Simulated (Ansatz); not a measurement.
# Mo (bcc type): the cost of one run

Method: DFT, PBE, PAW with Ansatz's default frozen-core files, scalar-relativistic, in Ansatz 0.2.0.

### Step 1. The starting structure

The structure is cubic, space group Im-3m (No. 229). Conventional cell: a = 3.163 Å, b = 3.163 Å, c = 3.163 Å, α = 90.00°, β = 90.00°, γ = 90.00°. Mo (site symmetry m-3m) is surrounded by 8 Mo at 2.74 Å.

Structure file:

```
CELL_PARAMETERS angstrom
-1.58139 1.58139 1.58139
1.58139 -1.58139 1.58139
1.58139 1.58139 -1.58139
ATOMIC_POSITIONS crystal
Mo 0.00000 0.00000 0.00000
```

### Step 2. Cell relaxed at zero pressure, PAW

File input.yaml:

```yaml
crystal:
  lattice:
    - [-1.5813925127, 1.5813925127, 1.5813925127]
    - [1.5813925127, -1.5813925127, 1.5813925127]
    - [1.5813925127, 1.5813925127, -1.5813925127]
  atoms:
    - { symbol: Mo, position: [0.0, 0.0, 0.0] }
kpoints:
  mp_grid: { grid: [18, 18, 18] }
scf:
  occupations: { method: fermi_dirac, width: 0.05 }
hamiltonian:
  xc: pbe
  pseudopotentials: { kind: paw }
output:
  forces: true
  stress: true
relax:
  f_tol: 0.005
  max_steps: 40
  cell: {}
```

Command:

```console
ansatz run input.yaml --threads 2 --pin off --max-ram 5120MiB --backend cpu --events-out ev --progress --plain --runs-dir out
```

**Question.** How long does this run take on 2 threads of Arm Neoverse V2, shared host, and how much memory does it need?

About 3 s, with a peak of 0.31 GiB.
